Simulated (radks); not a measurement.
# Kr in [Ar] 3d10 4s2 4p5 4d1: an all-electron calculation

Wanted: eigenvalues, radial structure and energy terms of neutral krypton.

Method: Dirac Kohn-Sham, PBEsol, spin-unpolarised, spherical densities, finite nucleus; open shells are shared between the two j in proportion to 2j + 1. Code: radks (a radial shooting solver on a logarithmic mesh, Libxc functionals) version 1.

## (1) The system

| Item | Value |
| --- | --- |
| element | krypton (Z = 36) |
| charge | 0 |
| electrons | 36 |
| configuration | [Ar] 3d10 4s2 4p5 4d1 |
| nuclear rms radius | 4.1884 fm |

Outer shells as boxes (Hund's rule):

Kr
```
[Ar] core
3d [↑↓][↑↓][↑↓][↑↓][↑↓]
4s [↑↓]
4p [↑↓][↑↓][↑ ]
4d [↑ ][  ][  ][  ][  ]
```

## (2) The run

Settings of this run:

```text
Z 36
configuration [Ar] 3d10 4s2 4p5 4d1
relativity Dirac
functional pbe_sol,pbe_sol
spin unpolarised
j_filling average
nucleus finite rms 4.1884 fm
c 137.035999084
```

Q: Predict the outcome of this run.

The runs gave:

```
                        quantity                   value
                    total energy     -2788.21220 hartree
exchange-correlation share of it                  3.39 %
                            −T/E                  1.0268
          highest occupied level        4d5/2, -0.627 eV
    most extended occupied level  4d5/2, <r> = 8.09 bohr
 radius at density 0.001 e/bohr³               3.96 bohr
    maxima of the radial density                       4
```

**Reading.** The radial density shows 4 maxima for 4 occupied principal shells. −T/E is 1.027: with relativity the kinetic term as defined here no longer equals −E. This is not the tabulated ground configuration, so its levels and sizes aren't those of the ground state, and no measured value stands beside it.
